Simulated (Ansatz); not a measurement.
# HfH₂ (singlet): RPA-PBE over a scan of the scale of all distances, def2-SVP

How well do these functionals follow the top wave-function level for HfH₂ (singlet) over a scan of the scale of all distances?

Program: Ansatz 0.2.0, Gaussian basis. Level of theory: def2-SVP, all electrons in the functionals, frozen cores in the correlation of double hybrids and RPA. These are calculated values, not measurements.

The runs, in order: RPA-PBE, at 0.892; 1.000; 1.133; 1.277; 1.491; 1.726; 1.985; 2.411.

16 further runs of the same task are left out: 8 for a known fault of the program, 6 that didn't finish, 2 set aside as unsound or not needed.

## 1. What is computed

The geometry derives from a PBE0/def2-TZVP stationary point (not a proven minimum). All distances are scaled together. No spin-orbit coupling is included. Elements past krypton take def2 core potentials.

3 atoms, charge 0, spin multiplicity 1.

Atoms are counted from 1 here; the program's logs count them from 0.

Bond lengths: Hf1–H2 1.912 Å, Hf1–H3 1.912 Å. Angles: H2–Hf1–H3 180.0°.

Geometry (Å):

```xyz
3
H2Hf
Hf    0.0000    0.0000    0.0000
H     0.0000    0.0000   -1.9118
H     0.0000    0.0000    1.9118
```

No dispersion term is added.

The geometry shown and the zero of energy belong to the point 1.000. The yardstick, FCI, and other wave-function levels (R restricted, U unrestricted, valence and pair active spaces) come from earlier runs.

## 2. RPA-PBE, 0.892

File in.yaml:

```yaml
crystal:
  periodic: [false, false, false]
  atoms:
    - {symbol: Hf, position_ang: [0.000000, 0.000000, 0.000000]}
    - {symbol: H, position_ang: [0.000000, 0.000000, -1.705326]}
    - {symbol: H, position_ang: [0.000000, 0.000000, 1.705326]}
basis:
  gaussian: {orbitals: def2-SVP}
magnetization: {spin_polarized: true, initial_magnetization: 0}
hamiltonian: {xc: {name: PBE}}
correlation: {method: rpa, electrons: outside_noble_gas}
```

Run with:

```sh
$ ansatz run in.yaml --threads 1 --pin off --events-out ev --progress --plain --max-ram 2393MiB
```

The runs that follow: RPA-PBE, 1.000; RPA-PBE, 1.133; RPA-PBE, 1.277; RPA-PBE, 1.491; RPA-PBE, 1.726; RPA-PBE, 1.985; RPA-PBE, 2.411.

**Question.** What will the summary of the whole plan be? Wanted: span of the FCI curve; largest miss, RPA-PBE.

As calculated:

| quantity | value |
| --- | --- |
| span of the FCI curve | 494.2 kJ/mol |
| largest miss, RPA-PBE | -7.2 kJ/mol (1.277) |

**Reading.** RPA-PBE strays by up to 7.2 kJ/mol, at 1.277. RPA-PBE clearly breaks the spin symmetry at some points (⟨S²⟩ up to 1.99 above the pure value), so energy there is bought with a mixed spin. Functionals and the yardstick converge differently with the basis, so part of each miss in def2-SVP is the basis.
